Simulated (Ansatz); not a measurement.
# C₂H₇GaN radical: a ladder of functionals and wavefunction methods

One table from this session's results is given with a row withheld; the runs are named, their logs left out.

Program: Ansatz 0.2.0, Gaussian basis. Level of theory: functionals in def2-TZVPP, the program's frozen cores in correlated methods. These are calculated values, not measurements.

The runs, in order: PBE-D4, r2SCAN-D4, PBE0-D4, B3LYP-D4, ωB97X-V, ωB97M-V, B2PLYP; CCSD(T)/def2-TZVPP; MP2/def2-QZVPP; extrapolation to the limit.

## Structure used throughout

The geometry comes from an earlier relaxation with PBE0-D4 in a triple-zeta def2 set; it is a stationary point, not always the lowest conformer.

SMILES `C[CH2][Ga][NH2]`, 11 atoms, charge 0, spin multiplicity 2.

Atoms are counted from 1 here; the program's logs count them from 0.

Bond lengths: C1–C2 1.522 Å, C1–H5 1.093 Å, C1–H6 1.096 Å, C1–H7 1.093 Å, C2–Ga3 2.014 Å, C2–H8 1.093 Å, C2–H9 1.094 Å, Ga3–N4 1.835 Å, N4–H10 1.008 Å, N4–H11 1.006 Å. Angles: C2–C1–H5 111.8°, C2–C1–H6 111.5°, C2–C1–H7 111.8°, H5–C1–H6 107.1°, H5–C1–H7 107.3°, H6–C1–H7 107.1°, C1–C2–Ga3 112.2°, C1–C2–H8 111.8°, C1–C2–H9 111.7°, Ga3–C2–H8 107.2°, Ga3–C2–H9 107.1°, H8–C2–H9 106.5°, C2–Ga3–N4 115.6°, Ga3–N4–H10 124.1°, Ga3–N4–H11 124.3°, H10–N4–H11 111.6°.

The first run:

Input file in.yaml:

```yaml
crystal:
  periodic: [false, false, false]
  atoms:
    - {symbol: C, position_ang: [-0.726655, 1.054763, 0.222040]}
    - {symbol: C, position_ang: [-0.388597, -0.067026, 1.192897]}
    - {symbol: Ga, position_ang: [0.775711, -1.478736, 0.351434]}
    - {symbol: N, position_ang: [1.240008, -1.183639, -1.399590]}
    - {symbol: H, position_ang: [-1.267616, 0.684782, -0.653026]}
    - {symbol: H, position_ang: [-1.358082, 1.816572, 0.692334]}
    - {symbol: H, position_ang: [0.171487, 1.561650, -0.140880]}
    - {symbol: H, position_ang: [-1.287534, -0.568016, 1.562493]}
    - {symbol: H, position_ang: [0.143100, 0.305271, 2.072980]}
    - {symbol: H, position_ang: [0.947950, -0.380390, -1.934830]}
    - {symbol: H, position_ang: [1.815628, -1.802232, -1.945253]}
basis:
  gaussian: {orbitals: def2-TZVPP}
magnetization: {spin_polarized: true, initial_magnetization: 1}
hamiltonian: {xc: pbe, dispersion: d4}
output: {forces: true, orbitals: {seedname: orbitals}}
```

The run is started by

```
$ ansatz run in.yaml --threads 2 --pin off --events-out ev --progress --plain --max-ram 31744MiB --backend cpu
```

Among the steps run: PBE-D4 (GGA); r2SCAN-D4 (meta-GGA); PBE0-D4 (hybrid); B3LYP-D4 (hybrid); ωB97X-V (range-separated); ωB97M-V (range-separated); B2PLYP (double hybrid); CCSD(T) in def2-TZVPP; MP2 in def2-QZVPP.

One of the session's tables, all rows but one given; the rest of the session is left out.

| method | atomisation energy (kJ/mol) |
| --- | --- |
| PBE-D4 | 3851.0 |
| r2SCAN-D4 | ? |
| PBE0-D4 | 3794.7 |
| B3LYP-D4 | 3786.5 |
| ωB97X-V | 3790.1 |
| ωB97M-V | 3786.5 |
| B2PLYP | 3747.1 |
| HF/def2-TZVPP | 2744.1 |
| MP2/def2-TZVPP | 3735.6 |
| CCSD/def2-TZVPP | 3649.3 |
| CCSD(T)/def2-TZVPP | 3699.8 |
| MP2/CBS | 3821.7 |
| CCSD(T)/CBS | 3785.9 |

Estimate the missing values for r2SCAN-D4.

The run gave: atomisation energy (kJ/mol): 3793.8. In the column «atomisation energy (kJ/mol)» it lies between ωB97X-V (3790.1) and PBE0-D4 (3794.7).

Some runs used a GPU and others CPU threads alone; cost is compared among the CPU runs only.

Among the levels timed on like hardware, those that no quicker one beats, quickest first: PBE-D4 (6 s, +65.1 kJ/mol); PBE0-D4 (8 s, +8.7 kJ/mol); B3LYP-D4 (9 s, +0.6 kJ/mol); ωB97M-V (23 s, +0.5 kJ/mol).
